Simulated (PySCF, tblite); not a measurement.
# CH₆AsGeN₂ radical: geometry, infrared bands and EPR parameters

Wanted: the infrared bands and EPR parameters of CH₆AsGeN₂ radical (`[H][Ge@OH2]([NH2])([AsH2])[CH]=[N]`), by calculation.

Programs: tblite 0.8.0 and PySCF 2.14.0, with density-fitted response routines of our own. Each step states its level of theory. These are calculated values for one molecule in the gas phase, unless marked as measured. Atoms count from 0, in the outputs and in this text.

## Step 1: Starting geometry

11 atoms, charge 0, multiplicity 2; geometry from: force field or distance geometry start.

Bonds of the start (Å): N0–C1 1.29, C1–Ge2 1.92, Ge2–N3 1.86, Ge2–As4 2.39, C1–H5 1.08, Ge2–H6 1.56, N3–H7 1.06, N3–H8 1.05, As4–H9 1.56, As4–H10 1.56.

## Step 2: Relaxing the molecule with GFN2-xTB

What the job is given:

```
{"job": {"kind": "relax", "xc": "GFN2-xTB", "basis": "xTB"}, "charge": 0, "multiplicity": 2}
N      0.721300     1.934100     1.056900
C     -0.045000     1.717800     0.036700
Ge    -0.527600    -0.089700    -0.398600
N     -1.463800    -0.842400     1.015500
As     1.436800    -1.372600    -0.842900
H     -0.400300     2.539200    -0.561200
H     -1.441400    -0.069900    -1.663500
H     -0.789700    -0.887700     1.830900
H     -1.664800    -1.840200     0.753800
H      2.051500    -0.222400    -1.707300
H      2.128300    -0.863600     0.453800
```

Command:

```
$ OMP_NUM_THREADS=1 python probes_run.py task.json out
```

One launch serves the whole session: the jobs run in the order shown.

**Question.** This job is followed by: GFN2-xTB harmonic vibrations, gas phase; UKS B3LYP, def2-TZVP-core on As Ge, pcH-1 on C H N, non-relativistic, mean-field spin-orbit, GIAO. Predict these results of the whole session: strongest single infrared mode (GFN2-xTB); zero-point energy (GFN2-xTB); g(iso) (B3LYP); ⟨S²⟩; largest a(iso); potential on the surface of density 0.002 e/bohr³, 1st and 99th percentile.

As calculated:

```
                                                                  quantity                    value
                                 strongest single infrared mode (GFN2-xTB)   1344 cm⁻¹, 1168 km/mol
                                              zero-point energy (GFN2-xTB)            38.1 kcal/mol
                                                            g(iso) (B3LYP)                  2.01043
                                                                      ⟨S²⟩       0.755 (exact 0.75)
                                                            largest a(iso)  73Ge on Ge2, -245.0 MHz
potential on the surface of density 0.002 e/bohr³, 1st and 99th percentile       -1.44 V and 2.61 V
```

**Reading.** Over 177 steps the energy fell by 1.105 eV; of the close pairs, C1–Ge2 changed most, 1.921 to 3.635 Å. The frame itself reshapes: C1···Ge2 goes from 1.92 to 3.64 Å. All 27 modes are real, so the xTB geometry is a minimum. The strongest single mode, at 1344 cm⁻¹, moves mainly H6. GFN2-xTB is a fitted tight-binding method: band positions and strengths are rough. Its intensities can rank the bands wrongly. The structure rearranged or came apart on optimisation; the results belong to the end geometry, not to the formula as drawn. The largest share of the spin, 0.49 e, sits on Ge2. The isotropic g lies 8.1 ppt above the free-electron value. The hyperfine terms hold no scalar relativity, which the heavier nuclei need. These values are for one conformer; the search (at its own cheap level) found 1 more, at 0.14 kcal/mol, and measured spectra average over such forms.
